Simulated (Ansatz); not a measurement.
Born–Oppenheimer molecular dynamics of a periodic cell of 28 atoms, AlZn$_{2}$SbH$_{12}$O$_{12}$ (host AlZn2SbH12O12, host structure P-3). It goes on from the last frame of an earlier run, with new velocities.

Theory: Ansatz 0.2.0, DFT PBEsol, scalar-relativistic, plane waves, PAW. Settings: cutoff 420 eV, k mesh 2x2x1, fermi-dirac smearing 0.05 eV, no spin polarisation.

```yaml
ensemble: NVT, Langevin thermostat
time_step: 0.5 fs
steps_asked: 190
set_temperature: 1950 K
friction: 0.005 /fs
seed: 816411
```

Frames 10 fs apart, positions in Å, forces in eV/Å.

Velocities at 0.0 fs (Å/ps):

```
Al 7.17 -5.69 -13.91
Zn -1.89 0.42 -3.21
Zn -1.08 0.43 -3.21
Sb 2.65 -2.43 0.45
H -0.56 -58.11 41.89
H -94.54 63.62 -5.30
H 0.90 -16.41 58.10
H -26.44 0.78 -67.68
H 0.95 -37.24 14.61
H 3.82 -22.34 -35.53
H -4.83 -52.10 40.52
H -22.03 -13.78 28.46
H -6.52 19.21 13.93
H 74.89 -11.37 75.66
H 28.59 11.29 -51.32
H -0.30 43.69 -2.39
O -13.59 -6.74 7.20
O -5.88 30.37 -2.88
O -2.39 1.25 -6.32
O 13.70 16.33 -0.60
O -1.07 18.79 -0.52
O -18.60 -14.61 16.89
O 1.67 -17.86 -5.87
O 6.25 4.25 3.59
O -0.46 -12.77 12.61
O 8.24 4.45 6.93
O 4.70 -3.48 9.59
O -9.79 9.22 -1.34
```

```xyz
28
Lattice="5.5095 0.0000 0.0000 -2.7548 4.7714 0.0000 0.0000 0.0000 10.0003" Properties=species:S:1:pos:R:3:forces:R:3 time_fs=0.0 energy_less_start_eV=0.000 T=1880
Al -0.339 0.041 -0.135 0.83 -0.48 -1.72
Zn 2.528 1.722 10.025 0.00 -1.06 -1.15
Zn 0.288 3.367 -0.162 -1.89 -0.74 -0.24
Sb 0.255 -0.079 5.091 -1.33 0.55 2.29
H 1.395 2.855 5.329 1.11 0.04 2.17
H 2.303 1.301 4.772 2.25 -0.70 0.67
H 0.233 1.788 6.757 0.58 1.35 -0.16
H 2.298 2.937 3.738 -1.26 -1.43 -0.21
H -0.847 3.017 4.938 -0.11 -1.46 -1.14
H 4.444 1.790 3.806 -0.90 -1.29 0.38
H 1.477 3.248 7.471 0.95 0.71 0.62
H -0.452 1.564 1.496 0.90 0.14 -0.60
H -1.233 1.308 8.001 -0.24 -0.17 -0.84
H 2.798 3.540 1.986 0.22 -0.85 -1.49
H -1.062 4.612 8.195 -0.48 0.04 0.31
H 3.091 0.109 2.114 1.12 0.38 -3.41
O 1.677 3.408 8.488 -0.29 -0.16 2.23
O 0.225 1.494 0.760 0.42 1.03 2.18
O -1.299 1.416 8.964 -0.31 -0.36 0.84
O 2.823 3.297 0.967 -0.41 2.35 1.28
O -1.215 4.595 9.168 -0.42 0.62 -0.34
O 3.329 0.224 1.052 -0.28 -1.09 3.55
O 2.059 3.114 6.109 -1.69 0.90 -2.70
O 1.431 1.373 4.408 -3.01 0.21 -1.37
O -0.221 0.954 6.810 0.54 -1.93 -1.33
O 3.127 3.388 3.619 0.46 1.40 -1.71
O -0.891 3.656 5.621 0.56 2.44 2.07
O 4.000 0.977 4.219 2.67 -0.46 -0.21
28
Lattice="5.5095 0.0000 0.0000 -2.7548 4.7714 0.0000 0.0000 0.0000 10.0003" Properties=species:S:1:pos:R:3:forces:R:3 time_fs=10.0 energy_less_start_eV=0.996 T=1414
Al -0.267 -0.001 -0.277 0.46 1.14 0.18
Zn 2.511 1.735 10.003 0.45 -0.59 0.29
Zn 0.231 3.359 -0.177 -3.74 0.53 1.56
Sb 0.286 -0.095 5.116 -1.20 -1.06 0.71
H 1.358 2.369 5.604 1.10 1.99 -0.05
H 2.385 1.448 4.856 -1.61 -0.75 -1.65
H 0.214 1.655 7.154 0.81 1.25 -0.29
H 2.432 2.941 3.294 -3.22 -1.50 -0.66
H -1.014 2.791 5.407 -0.38 -1.07 -0.40
H 4.442 1.512 3.489 -0.27 0.08 0.74
H 1.874 3.037 7.565 -0.75 1.23 0.50
H -0.320 1.586 1.650 1.14 0.53 -1.46
H -1.341 1.374 7.926 -0.38 -0.39 -0.16
H 3.457 3.403 1.744 2.02 0.43 3.18
H -1.174 4.827 8.105 -0.08 -0.21 1.09
H 3.177 0.397 2.190 0.10 -1.56 -2.37
O 1.533 3.331 8.644 3.64 -0.19 -1.70
O 0.164 1.737 0.769 -0.32 -2.19 1.95
O -1.348 1.427 8.905 0.09 -0.52 0.90
O 2.930 3.476 1.005 -2.87 -0.18 -4.66
O -1.212 4.768 9.112 -0.73 0.26 -1.44
O 3.152 0.074 1.184 0.33 1.99 1.53
O 2.078 3.006 6.048 -0.56 0.26 1.81
O 1.397 1.418 4.414 0.75 -0.82 0.91
O -0.181 0.820 6.917 0.16 -1.80 -1.44
O 3.127 3.442 3.615 3.27 2.19 -0.06
O -0.825 3.671 5.742 -0.42 2.16 0.53
O 3.989 1.014 4.213 2.17 -1.22 0.48
28
Lattice="5.5095 0.0000 0.0000 -2.7548 4.7714 0.0000 0.0000 0.0000 10.0003" Properties=species:S:1:pos:R:3:forces:R:3 time_fs=20.0 energy_less_start_eV=0.526 T=1493
Al -0.234 0.002 -0.382 -0.31 1.28 0.77
Zn 2.497 1.758 10.008 0.55 -0.57 0.65
Zn 0.107 3.352 -0.176 -2.41 1.60 0.08
Sb 0.306 -0.118 5.140 -0.59 -1.20 0.51
H 1.501 2.624 5.234 1.65 -0.07 2.17
H 2.502 0.936 4.227 -2.01 1.98 0.95
H 0.309 1.570 6.951 0.33 1.20 0.01
H 2.280 3.392 3.219 -0.78 -0.23 -0.56
H -1.214 2.885 5.900 -0.50 -1.64 0.11
H 4.410 1.536 3.492 0.21 0.46 -0.02
H 1.688 3.404 7.805 0.07 -0.26 -2.77
H -0.033 1.968 1.810 0.57 -0.58 -2.30
H -1.587 1.199 7.924 -0.06 -0.13 -0.91
H 3.808 3.872 1.367 1.81 0.54 1.40
H -1.411 5.013 7.990 0.50 -0.18 1.70
H 3.260 0.034 2.260 -0.60 -0.29 -2.74
O 1.580 3.230 8.740 1.60 1.12 2.16
O 0.121 1.818 0.800 0.13 -1.80 2.55
O -1.430 1.394 8.853 0.72 -0.65 2.24
O 3.011 3.597 0.956 -2.89 -0.76 -2.56
O -1.255 4.950 9.028 -0.72 -0.39 -1.96
O 2.971 -0.033 1.247 0.55 1.15 1.67
O 2.131 3.016 6.083 -1.01 1.51 -1.82
O 1.328 1.436 4.425 2.50 -2.42 -1.12
O -0.135 0.718 6.971 0.51 -0.77 -1.30
O 3.182 3.536 3.503 0.95 0.65 0.60
O -0.785 3.734 5.873 0.00 2.21 -0.37
O 4.128 0.998 4.241 -0.77 -1.75 0.87
28
Lattice="5.5095 0.0000 0.0000 -2.7548 4.7714 0.0000 0.0000 0.0000 10.0003" Properties=species:S:1:pos:R:3:forces:R:3 time_fs=30.0 energy_less_start_eV=-0.024 T=1786
Al -0.215 0.038 -0.472 -1.07 0.92 0.25
Zn 2.485 1.757 10.043 0.30 -0.51 0.40
Zn -0.048 3.366 -0.176 -0.61 0.39 -0.31
Sb 0.311 -0.155 5.161 0.23 -0.31 -1.29
H 1.689 2.574 5.336 1.11 0.39 1.48
H 2.353 1.061 4.036 -3.27 0.97 1.83
H 0.254 1.591 6.703 -0.18 0.53 0.41
H 2.494 4.103 2.963 0.54 -0.38 -0.10
H -1.267 3.146 6.406 -0.56 -1.40 0.70
H 4.444 1.666 3.762 0.75 1.24 -0.46
H 1.447 3.275 7.856 0.42 -0.20 -1.80
H 0.471 1.980 1.756 -0.98 -0.82 -1.40
H -1.673 1.042 7.984 0.06 0.23 -0.34
H 3.747 4.142 1.157 5.38 2.42 3.37
H -1.435 5.181 7.940 0.08 -0.05 0.02
H 3.392 -0.307 1.972 -0.70 0.59 -0.55
O 1.687 3.208 8.789 -0.28 1.52 1.69
O 0.063 1.768 0.843 1.40 -0.45 1.22
O -1.463 1.313 8.898 0.77 -0.48 0.94
O 3.039 3.713 0.852 -6.05 -3.37 -3.21
O -1.325 5.090 8.934 0.79 -0.83 -0.16
O 2.771 -0.092 1.224 0.63 0.83 0.04
O 2.216 3.152 6.112 -2.12 -1.56 -1.55
O 1.277 1.367 4.399 4.41 0.04 -1.40
O -0.029 0.685 6.943 0.19 1.08 -0.63
O 3.250 3.659 3.418 -0.49 0.06 0.65
O -0.781 3.844 5.983 0.75 1.25 -0.71
O 4.279 0.894 4.287 -1.50 -2.11 0.89
28
Lattice="5.5095 0.0000 0.0000 -2.7548 4.7714 0.0000 0.0000 0.0000 10.0003" Properties=species:S:1:pos:R:3:forces:R:3 time_fs=40.0 energy_less_start_eV=0.322 T=1783
Al -0.222 0.120 -0.555 0.57 -0.30 1.24
Zn 2.480 1.754 10.097 -0.23 0.03 -0.05
Zn -0.220 3.388 -0.174 0.29 -0.65 -0.47
Sb 0.314 -0.199 5.162 2.77 0.40 -1.71
H 1.966 2.380 5.627 -0.49 0.25 -0.55
H 2.345 1.193 4.363 -1.98 -0.05 -0.23
H -0.207 1.662 6.777 0.52 -0.67 -0.29
H 3.038 4.544 2.700 0.10 -0.93 1.68
H -0.928 3.418 6.879 -0.65 -0.17 0.48
H 4.797 1.612 4.367 -0.04 1.42 -0.47
H 1.987 2.991 7.858 -0.84 1.03 0.76
H 0.766 1.569 1.563 -1.41 0.23 -0.50
H -1.560 1.089 7.974 -0.39 -0.15 -0.22
H 3.770 3.933 1.347 1.03 0.36 1.35
H -1.407 5.359 7.869 -0.10 0.09 -1.04
H 3.291 -0.199 1.779 1.36 -0.01 1.48
O 1.737 3.282 8.830 -0.33 -0.52 -1.16
O 0.014 1.660 0.890 1.19 -0.14 -0.43
O -1.513 1.183 8.946 -0.05 1.23 -0.11
O 3.055 3.799 0.731 -1.65 -2.52 -0.77
O -1.362 5.136 8.815 1.74 -0.81 1.57
O 2.536 -0.132 1.222 -0.37 1.99 -1.11
O 2.241 3.211 6.109 -1.51 -2.73 1.75
O 1.311 1.362 4.385 3.11 0.17 0.74
O 0.094 0.721 6.912 -1.41 2.32 -0.08
O 3.308 3.825 3.358 0.08 -0.57 -0.73
O -0.778 3.932 6.087 1.20 0.35 -1.20
O 4.402 0.741 4.315 -2.51 0.35 0.08
28
Lattice="5.5095 0.0000 0.0000 -2.7548 4.7714 0.0000 0.0000 0.0000 10.0003" Properties=species:S:1:pos:R:3:forces:R:3 time_fs=50.0 energy_less_start_eV=0.638 T=1727
Al -0.217 0.171 -0.565 0.66 -0.82 2.34
Zn 2.495 1.760 10.149 -0.72 0.48 -0.27
Zn -0.402 3.401 -0.174 0.41 -0.24 0.45
Sb 0.330 -0.243 5.139 1.84 -0.24 1.62
H 1.952 2.387 5.512 -0.70 -0.06 0.10
H 2.309 0.994 4.497 0.53 -0.09 -0.39
H -0.369 1.689 6.703 0.87 -0.39 0.03
H 3.574 4.893 2.979 -0.25 -2.32 0.93
H -0.959 3.906 7.142 0.01 0.17 -1.09
H 4.603 1.509 4.604 -0.29 1.75 -0.20
H 2.199 3.208 7.866 -1.92 -0.02 1.02
H 0.680 1.233 1.552 -0.33 0.43 -0.16
H -1.730 0.987 8.004 -0.35 0.05 0.44
H 3.542 3.761 1.584 -0.82 0.26 -0.53
H -1.630 5.421 7.852 0.10 0.80 -1.58
H 3.014 0.043 1.845 3.70 0.14 3.36
O 1.754 3.355 8.823 0.29 -0.44 -1.64
O -0.026 1.529 0.933 -0.12 0.42 -1.65
O -1.577 1.135 8.967 0.02 1.54 -1.00
O 3.104 3.750 0.675 0.05 -3.15 1.03
O -1.347 5.115 8.739 1.18 -1.19 2.25
O 2.351 -0.027 1.242 -1.71 1.56 -3.08
O 2.188 3.132 6.149 0.18 -0.29 -0.16
O 1.404 1.360 4.381 0.26 -0.37 0.49
O 0.152 0.848 6.872 -2.10 1.40 -1.30
O 3.374 3.909 3.308 0.95 1.01 -0.89
O -0.752 3.946 6.165 0.03 -0.44 -0.15
O 4.348 0.633 4.325 -1.74 0.07 0.03
28
Lattice="5.5095 0.0000 0.0000 -2.7548 4.7714 0.0000 0.0000 0.0000 10.0003" Properties=species:S:1:pos:R:3:forces:R:3 time_fs=60.0 energy_less_start_eV=1.794 T=1594
Al -0.186 0.180 -0.500 -0.93 -0.92 0.66
Zn 2.514 1.783 10.211 -0.42 0.14 -0.27
Zn -0.569 3.421 -0.158 0.88 -0.15 0.66
Sb 0.348 -0.298 5.122 -1.69 2.03 1.00
H 1.651 2.444 5.503 -0.90 -1.38 -1.65
H 2.322 0.941 4.359 8.78 -3.85 0.68
H -0.234 1.954 6.524 0.25 -0.66 0.16
H 4.162 4.758 3.239 -1.49 -1.06 -0.95
H -1.132 4.497 6.965 1.30 -1.29 -0.29
H 3.850 1.493 4.311 0.66 1.57 0.40
H 1.456 3.332 7.772 1.28 0.27 2.29
H 0.535 1.202 1.565 -0.08 0.10 0.02
H -2.240 0.924 8.270 0.87 0.15 0.24
H 2.945 3.782 1.823 1.58 -0.60 -2.54
H -1.748 5.654 7.775 -0.03 -0.77 0.62
H 2.793 0.035 1.913 5.22 -1.19 5.80
O 1.774 3.409 8.795 -2.50 -0.47 -2.33
O -0.143 1.405 0.891 0.04 0.84 -0.89
O -1.593 1.218 8.963 0.20 0.51 -0.72
O 3.135 3.545 0.659 -1.67 0.20 3.65
O -1.312 5.042 8.716 -0.78 1.13 -1.20
O 2.255 0.201 1.260 -3.67 1.47 -5.69
O 2.101 3.013 6.120 1.79 2.74 0.72
O 1.552 1.299 4.346 -9.08 2.95 -0.49
O 0.129 1.042 6.751 -0.07 0.37 -0.16
O 3.434 3.995 3.226 1.17 -0.14 0.35
O -0.767 3.963 6.177 -1.23 0.39 0.01
O 4.202 0.614 4.341 0.52 -2.37 -0.10
28
Lattice="5.5095 0.0000 0.0000 -2.7548 4.7714 0.0000 0.0000 0.0000 10.0003" Properties=species:S:1:pos:R:3:forces:R:3 time_fs=70.0 energy_less_start_eV=2.731 T=1513
Al -0.190 0.126 -0.446 -1.94 -1.45 -1.06
Zn 2.511 1.806 10.266 -0.67 -0.38 -2.20
Zn -0.728 3.430 -0.120 1.46 -0.71 -0.01
Sb 0.359 -0.348 5.118 -1.73 4.11 0.71
H 1.622 2.314 5.313 0.78 -0.01 0.01
H 2.774 0.683 4.599 -1.00 0.99 -0.75
H -0.035 2.221 6.435 -0.20 -0.87 -0.11
H 4.331 4.578 2.971 -1.63 -0.20 0.86
H -0.718 4.832 6.831 -0.40 -2.19 -1.98
H 4.141 1.530 4.056 0.38 -0.01 -0.08
H 1.149 3.356 7.904 1.80 0.28 1.31
H 0.376 1.179 1.529 0.07 0.15 0.21
H -2.309 0.854 8.364 1.93 1.43 0.88
H 3.264 3.789 1.956 -0.66 -1.20 -0.64
H -1.837 5.431 7.930 0.06 0.58 -1.48
H 2.830 0.235 1.946 4.44 -0.79 4.20
O 1.727 3.426 8.756 -2.35 -0.07 -0.52
O -0.251 1.317 0.794 0.77 1.65 1.41
O -1.588 1.337 8.948 -0.85 -1.59 -1.63
O 3.095 3.374 0.749 0.63 4.50 2.06
O -1.280 5.006 8.666 -0.96 0.06 1.29
O 2.255 0.421 1.304 -3.97 -1.88 -3.08
O 2.028 2.993 6.035 0.70 1.18 -1.69
O 1.640 1.186 4.284 0.00 -1.32 1.22
O 0.126 1.254 6.644 0.12 -1.21 0.09
O 3.480 4.015 3.146 1.11 -0.89 -1.15
O -0.852 4.013 6.170 1.50 0.72 1.92
O 3.999 0.615 4.362 0.58 -0.87 0.18
```

Of the whole run (95 fs, mean temperature of the second half 1600 K): The mean temperature of the second half is 18 % below the set value. A run of 0.095 ps of so small a system gives no equilibrium averages. Limits of this set-up: coarse k mesh.

Time of the run: 15 min on 1 thread of Arm Neoverse V1 (shared host), peak memory 0.6 GiB.
